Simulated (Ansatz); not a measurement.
# Cl₃HSSn: small, medium and large basis sets

The task here is to estimate one member of a computed series from the others.

The runs use Ansatz 0.2.0, Gaussian basis; one geometry, several basis sets.

Levels to be run: PBE0-D4/def2-SVP; ωB97M-V/def2-SVP; PBE0-D4/def2-QZVPP; ωB97M-V/def2-QZVPP; the functionals' def2-TZVPP values are taken from earlier runs.

1 further run of the same task is left out (for a known fault of the program).

## The geometry

An earlier PBE0-D4 in a triple-zeta def2 set relaxation fixed the geometry. Sn takes the def2 core potential; no spin-orbit term is included.

SMILES `[SH][Sn]([Cl])([Cl])[Cl]`, 6 atoms, charge 0, spin multiplicity 1.

Atoms are counted from 1 here; the program's logs count them from 0.

Bond lengths: S1–Sn2 2.364 Å, S1–H6 1.346 Å, Sn2–Cl3 2.295 Å, Sn2–Cl4 2.301 Å, Sn2–Cl5 2.301 Å. Angles: Sn2–S1–H6 91.8°, S1–Sn2–Cl3 108.0°, S1–Sn2–Cl4 112.5°, S1–Sn2–Cl5 112.4°, Cl3–Sn2–Cl4 108.8°, Cl3–Sn2–Cl5 108.9°, Cl4–Sn2–Cl5 106.2°.

Set-up of the first run:

in.yaml

```yaml
crystal:
  periodic: [false, false, false]
  atoms:
    - {symbol: S, position_ang: [-0.591919, 0.582168, 1.797053]}
    - {symbol: Sn, position_ang: [0.348909, -0.165185, -0.239092]}
    - {symbol: Cl, position_ang: [2.551002, -0.684884, 0.144864]}
    - {symbol: Cl, position_ang: [-0.717790, -2.027173, -1.069883]}
    - {symbol: Cl, position_ang: [0.236952, 1.430901, -1.892907]}
    - {symbol: H, position_ang: [-1.785054, 0.800173, 1.213766]}
basis:
  gaussian: {orbitals: def2-SVP}
hamiltonian: {xc: pbe0, dispersion: d4}
output: {orbitals: {seedname: orbitals}}
```

On the command line:

```
> ansatz run in.yaml --threads 4 --pin off --events-out ev --progress --plain --max-ram 10444MiB
```

Among the steps run: PBE0-D4 in def2-SVP; ωB97M-V in def2-SVP; PBE0-D4 in def2-QZVPP; ωB97M-V in def2-QZVPP.

One of the session's tables, all rows but one given; the rest of the session is left out.

It belongs to the step «Functionals by basis». 

```
functional       basis  HOMO (eV)  LUMO (eV)
   PBE0-D4    def2-SVP      -8.37      -2.73
   PBE0-D4  def2-TZVPP      -8.48      -2.86
   PBE0-D4  def2-QZVPP      -8.50      -2.90
   ωB97M-V    def2-SVP          ?          ?
   ωB97M-V  def2-TZVPP     -10.69      -0.83
   ωB97M-V  def2-QZVPP     -10.72      -0.92
```

Q: Estimate the row for ωB97M-V, def2-SVP from the others.

As computed: HOMO (eV): -10.53; LUMO (eV): -0.60. In the column «HOMO (eV)» it lies between ωB97M-V, def2-TZVPP (-10.69) and PBE0-D4, def2-QZVPP (-8.50).
